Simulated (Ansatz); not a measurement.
# C₂H₉NOSi: one species, many methods

How much do the methods differ for C₂H₉NOSi? The plan is to run it at one geometry with functionals of several rungs and with coupled cluster. The yardstick is the atomisation energy at the CCSD(T) limit.

Program: Ansatz 0.2.0, Gaussian basis. Level of theory: functionals in def2-TZVPP, the program's frozen cores in correlated methods. These are calculated values, not measurements.

Plan: PBE-D4, r2SCAN-D4, PBE0-D4, B3LYP-D4, ωB97X-V, ωB97M-V, B2PLYP; CCSD(T)/def2-TZVPP; MP2/def2-QZVPP; extrapolation to the limit.

## 1. The geometry

All runs share one geometry, relaxed beforehand with PBE0-D4 in a triple-zeta def2 set.

14 atoms, charge 0, spin multiplicity 1.

Atoms are counted from 1 here; the program's logs count them from 0.

Bond lengths: C1–C2 1.511 Å, C1–H6 1.090 Å, C1–H7 1.093 Å, C1–H8 1.091 Å, C2–O3 1.418 Å, C2–N4 1.435 Å, C2–H9 1.101 Å, O3–H10 0.961 Å, N4–Si5 1.718 Å, N4–H11 1.009 Å, Si5–H12 1.487 Å, Si5–H13 1.495 Å, Si5–H14 1.484 Å. Angles: C2–C1–H6 110.2°, C2–C1–H7 109.6°, C2–C1–H8 110.4°, H6–C1–H7 108.9°, H6–C1–H8 109.4°, H7–C1–H8 108.2°, C1–C2–O3 106.2°, C1–C2–N4 112.1°, C1–C2–H9 109.4°, O3–C2–N4 113.0°, O3–C2–H9 109.4°, N4–C2–H9 106.8°, C2–O3–H10 107.9°, C2–N4–Si5 124.9°, C2–N4–H11 113.3°, Si5–N4–H11 119.3°, N4–Si5–H12 109.5°, N4–Si5–H13 114.3° and more.

Geometry (Å):

```
C    -1.8693    0.4829    0.4028
C    -0.3631    0.5627    0.3127
O     0.0847    1.0163    1.5793
N     0.2217   -0.6898   -0.0731
Si    1.6259   -0.8606   -1.0488
H    -2.2905    0.2008   -0.5623
H    -2.1538   -0.2659    1.1469
H    -2.2834    1.4434    0.7116
H    -0.0816    1.2955   -0.4591
H     1.0460    1.0087    1.5724
H    -0.0783   -1.4642    0.5004
H     1.4399   -0.1137   -2.3214
H     2.8786   -0.3351   -0.4236
H     1.8099   -2.3103   -1.3091
```

## 2. PBE-D4 (GGA)

in.yaml

```yaml
crystal:
  periodic: [false, false, false]
  atoms:
    - {symbol: C, position_ang: [-1.869253, 0.482947, 0.402797]}
    - {symbol: C, position_ang: [-0.363057, 0.562731, 0.312717]}
    - {symbol: O, position_ang: [0.084716, 1.016347, 1.579275]}
    - {symbol: N, position_ang: [0.221715, -0.689796, -0.073108]}
    - {symbol: Si, position_ang: [1.625908, -0.860585, -1.048832]}
    - {symbol: H, position_ang: [-2.290486, 0.200798, -0.562313]}
    - {symbol: H, position_ang: [-2.153828, -0.265864, 1.146896]}
    - {symbol: H, position_ang: [-2.283354, 1.443370, 0.711567]}
    - {symbol: H, position_ang: [-0.081599, 1.295466, -0.459088]}
    - {symbol: H, position_ang: [1.046014, 1.008671, 1.572426]}
    - {symbol: H, position_ang: [-0.078329, -1.464241, 0.500363]}
    - {symbol: H, position_ang: [1.439930, -0.113674, -2.321379]}
    - {symbol: H, position_ang: [2.878585, -0.335080, -0.423587]}
    - {symbol: H, position_ang: [1.809938, -2.310292, -1.309132]}
basis:
  gaussian: {orbitals: def2-TZVPP}
hamiltonian: {xc: pbe, dispersion: d4}
output: {forces: true, orbitals: {seedname: orbitals}}
```

On the command line:

```
ansatz run in.yaml --threads 4 --pin off --events-out ev --progress --plain --max-ram 10444MiB
```

The runs that follow: r2SCAN-D4 (meta-GGA); PBE0-D4 (hybrid); B3LYP-D4 (hybrid); ωB97X-V (range-separated); ωB97M-V (range-separated); B2PLYP (double hybrid); CCSD(T) in def2-TZVPP; MP2 in def2-QZVPP.

**Question.** What will the summary of the whole plan be? Wanted: atomisation energy, CCSD(T)/CBS; farthest; mean size of error, hybrid; mean size of error, range-separated; gap, smallest and largest; T1 diagnostic; triples share of the correlation energy.

As calculated:

```
                               quantity                                           value
        atomisation energy, CCSD(T)/CBS                                   5053.1 kJ/mol
 functionals within 25.3 kJ/mol (0.5 %)  r2SCAN-D4, PBE0-D4, B3LYP-D4, ωB97X-V, ωB97M-V
                               farthest                           PBE-D4 (+62.6 kJ/mol)
             mean size of error, hybrid                                      8.7 kJ/mol
    mean size of error, range-separated                                     13.4 kJ/mol
              gap, smallest and largest            5.21 eV (PBE-D4), 11.82 eV (ωB97X-V)
                          T1 diagnostic                                          0.0106
triples share of the correlation energy                                           3.6 %
```

What this shows: PBE-D4 is off by +62.6 kJ/mol. Double hybrids carry the basis error of their MP2 part in triple zeta, and no dispersion term here, so their miss is partly the set-up's. Misses under about 25.3 kJ/mol are within the doubt on the reference itself, which lacks core-valence correlation, relativity and higher excitations. Hartree-Fock recovers 72 % of the binding; the rest is correlation. The gap grows from 5.2 to 11.8 eV across the functionals, mostly with the share of exact exchange.
